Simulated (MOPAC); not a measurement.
# C2H5ClOSi (SMILES C=C[SiH](O)Cl): PM6

Wanted: a geometry optimisation of C2H5ClOSi. 

The results are computed with MOPAC 23.2.5.

1 further run of the same task is left out (set aside as unsound or not needed).

## 1. The structure to begin with

The species is C2H5ClOSi (10 atoms), meant as a singlet with charge 0. SMILES: `C=C[SiH](O)Cl`. All atoms were displaced at random from a relaxed shape. The run starts from this shape.

Bond lengths: C1–C2 1.338 Å, C2–Si3 1.852 Å, Si3–O4 1.629 Å, Si3–Cl5 2.058 Å, C1–H6 1.090 Å, C1–H7 1.080 Å, C2–H8 1.080 Å, Si3–H9 1.488 Å, O4–H10 0.961 Å. Some angles: C1–C2–Si3 122.1°, C2–Si3–O4 112.5°, C2–Si3–Cl5 106.9°, O4–Si3–Cl5 111.9°, C1–C2–H8 118.7°, Si3–C2–H8 119.2°, C2–C1–H6 121.9°, C2–C1–H7 120.5°, C2–Si3–H9 112.4°, O4–Si3–H9 105.9°.

## 2. A structure relaxation at PM6

c2h5closi.mop reads:

```
pm6 cycles=300 bonds gnorm=0.01 disp mullik aux(precision=6) t=10m threads=1
C2H5ClOSi

C     -1.609582     0.304380     0.288011
C     -0.483294    -0.177132     0.826253
Si     1.040644    -0.474557    -0.183700
O      0.924013     0.144478    -1.686475
Cl     2.617104     0.337516     0.859981
H     -2.500800     0.489708     0.887138
H     -1.662946     0.519084    -0.768816
H     -0.461639    -0.383618     1.885773
H      1.328462    -1.923562    -0.361543
H      0.911598     1.103426    -1.752636
```

Launch:

```sh
$ mopac c2h5closi.mop
```

Q: Predict the results. Wanted: total energy at the end; dipole moment; HOMO energy; LUMO energy; HOMO–LUMO gap; heat of formation.

Answer, from the run:

Level: PM6.

| quantity | value |
| --- | --- |
| total energy at the end | -34.34631 Eh |
| dipole moment | 2.26 D |
| HOMO energy | -10.29 eV |
| LUMO energy | -0.02 eV |
| HOMO–LUMO gap | 10.28 eV |
| heat of formation | -111.8 kcal/mol |

In words: At the final geometry: Bond lengths: C1–C2 1.331 Å, C2–Si3 1.826 Å, Si3–O4 1.567 Å, Si3–Cl5 2.016 Å, C1–H6 1.085 Å, C1–H7 1.084 Å, C2–H8 1.110 Å, Si3–H9 1.441 Å, O4–H10 0.895 Å. Some angles: C1–C2–Si3 129.5°, C2–Si3–O4 113.5°, C2–Si3–Cl5 108.6°, O4–Si3–Cl5 110.5°, C1–C2–H8 120.2°, Si3–C2–H8 110.3°, C2–C1–H6 123.3°, C2–C1–H7 124.3°, C2–Si3–H9 110.2°, O4–Si3–H9 105.2°. The optimisation took 115 steps and changed the energy by -0.554 eV. Mulliken charges run from -0.58 on O4 to +0.69 on Si3.
